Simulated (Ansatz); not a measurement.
# BBrCl2: the cost of one run

Program: Ansatz 0.2.0, Gaussian basis. Level of theory: PBE0-D4/def2-TZVP structures, single points in def2-TZVPP, no counterpoise correction. These are calculated values, not measurements.

Levels: SPW92, PBE-D4, BLYP-D4, r2SCAN-D4, B97M-V, PBE0-D4, B3LYP-D4, r2SCAN0-D4, BHLYP-D4, CAM-B3LYP-D4, wB97X-V, wB97M-V, B2PLYP, PBE-QIDH, RPA on PBE, Hartree-Fock, MP2, CCSD, CCSD(T).

Cores are frozen in the correlated methods. Filled d shells of the heavier atoms are correlated. B3LYP uses VWN-RPA correlation. B2PLYP carries no dispersion term here.

94 further runs of the same task are left out: 94 set aside as unsound or not needed. Runs told in other sessions of the task aren't counted.

### Step 1. Starting geometry

The complex: 6 atoms, charge 0, spin multiplicity 1.

Atoms are counted from 1 here; the program's logs count them from 0.

Bond lengths: B1–Br2 1.922 Å, B1–Cl3 1.727 Å, B1–Cl4 1.727 Å, H5–F6 0.925 Å. Angles: Br2–B1–Cl3 119.3°, Br2–B1–Cl4 119.3°, Cl3–B1–Cl4 121.4°.

As a file:

| atom | x (Å) | y (Å) | z (Å) |
| --- | --- | --- | --- |
| B1 | -0.93704 | -0.35720 | 0.00636 |
| Br2 | -0.87003 | 1.46797 | -0.59244 |
| Cl3 | -0.79567 | -1.63226 | -1.15014 |
| Cl4 | -1.16959 | -0.68804 | 1.68558 |
| H5 | 1.62739 | 0.95647 | -0.12679 |
| F6 | 2.14483 | 0.25305 | 0.17753 |

Its parts: BBrCl2 holds atoms 1, 2, 3, 4; HF holds atoms 5, 6. Each part counts its atoms afresh in its own runs.

### Step 2. Relaxing BBrCl2 alone

Input file relax-a/in.yaml:

```yaml
crystal:
  periodic: [false, false, false]
  atoms:
    - {symbol: B, position_ang: [-0.937039, -0.357205, 0.006357]}
    - {symbol: Br, position_ang: [-0.870025, 1.467973, -0.592440]}
    - {symbol: Cl, position_ang: [-0.795674, -1.632256, -1.150143]}
    - {symbol: Cl, position_ang: [-1.169591, -0.688039, 1.685584]}
basis:
  gaussian: {orbitals: def2-TZVP}
hamiltonian: {xc: pbe0, dispersion: d4}
relax: {f_tol: 0.005, max_steps: 200}
```

Run with:

```sh
> ansatz run in.yaml --threads 4 --pin off --events-out ev --progress --plain --max-ram 9574MiB
```

**Question.** How long does this run take on 4 threads of Arm Neoverse V1, shared host?

About 12 s.
